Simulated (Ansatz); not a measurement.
**AlAs+ (doublet): the correlation ladder, cc-pVDZ**

An exercise on one series of results from a longer session: the logs are not shown, and one member is left open.

The runs use Ansatz 0.2.0, Gaussian basis; cc-pVDZ, core rule «outside noble gas», up to 19 orbitals frozen.

Plan: UHF; CCSD(T) on ROHF; CCSD(T) on UHF; BCCD(T) on ROHF; CISD; CCSDT(Q) on ROHF; CCSDT(Q) on UHF; CCSDTQ on ROHF; CCSDTQ on UHF; Full CI; Full CI in the symmetry of the determinant.

7 further runs of the same task are left out: 3 for a known fault of the program, 4 set aside as unsound or not needed.

**What is computed**

The geometry is a PBE0/def2-TZVP stationary point (not a proven minimum) of the parent state, kept for this charge and spin. No spin-orbit coupling is included. The filled d shell of As may be among the frozen orbitals whatever the setting's name suggests; the logs give the count.

2 atoms, charge 1, spin multiplicity 2.

Atoms are counted from 1 here; the program's logs count them from 0.

Bond lengths: Al1–As2 2.162 Å.

The first run:

Contents of in.yaml:

```yaml
crystal:
  periodic: [false, false, false]
  atoms:
    - {symbol: Al, position_ang: [0.000000, 0.000000, 0.000000]}
    - {symbol: As, position_ang: [0.000000, 0.000000, 2.162000]}
basis:
  gaussian: {orbitals: cc-pVDZ}
total_charge: 1
magnetization: {spin_polarized: true, initial_magnetization: 1}
hamiltonian: {xc: hf}
output: {orbitals: {seedname: orbitals}}
```

On the command line:

```bash
ansatz run in.yaml --threads 1 --pin off --events-out ev --progress --plain --max-ram 4096MiB --backend cpu
```

Steps of the session up to this table: UHF; CCSD(T) on ROHF; CCSD(T) on UHF; BCCD(T) on ROHF; CISD; CCSDT(Q) on ROHF; CCSDT(Q) on UHF; CCSDTQ on ROHF; CCSDTQ on UHF; Full CI; Full CI in the symmetry of the determinant.

One of the session's tables, all rows but one given; the rest of the session is left out.

It belongs to the step «Misses and costs». 

| method | from FCI (kcal/mol) |
| --- | --- |
| ROHF | +100.82 |
| RMP2 | ? |
| CISD | +12.96 |
| RCCSD | +6.88 |
| RCCSD(T) | +1.46 |
| BCCD(T) | +1.61 |
| RCCSDT | +0.49 |
| RCCSDT(Q) | +0.04 |
| RCCSDTQ | +0.01 |
| FCI | 0 |

Estimate the missing values for RMP2.

**Answer.** from FCI (kcal/mol): +21.84. In the column «from FCI (kcal/mol)» it lies between CISD (+12.96) and ROHF (+100.82).

Caveats from the session: Left out of the table: UHF, UMP2, UCCSD, UCCSD(T), UCCSDT, UCCSDT(Q), UCCSDTQ (another determinant or state than the rows shown).
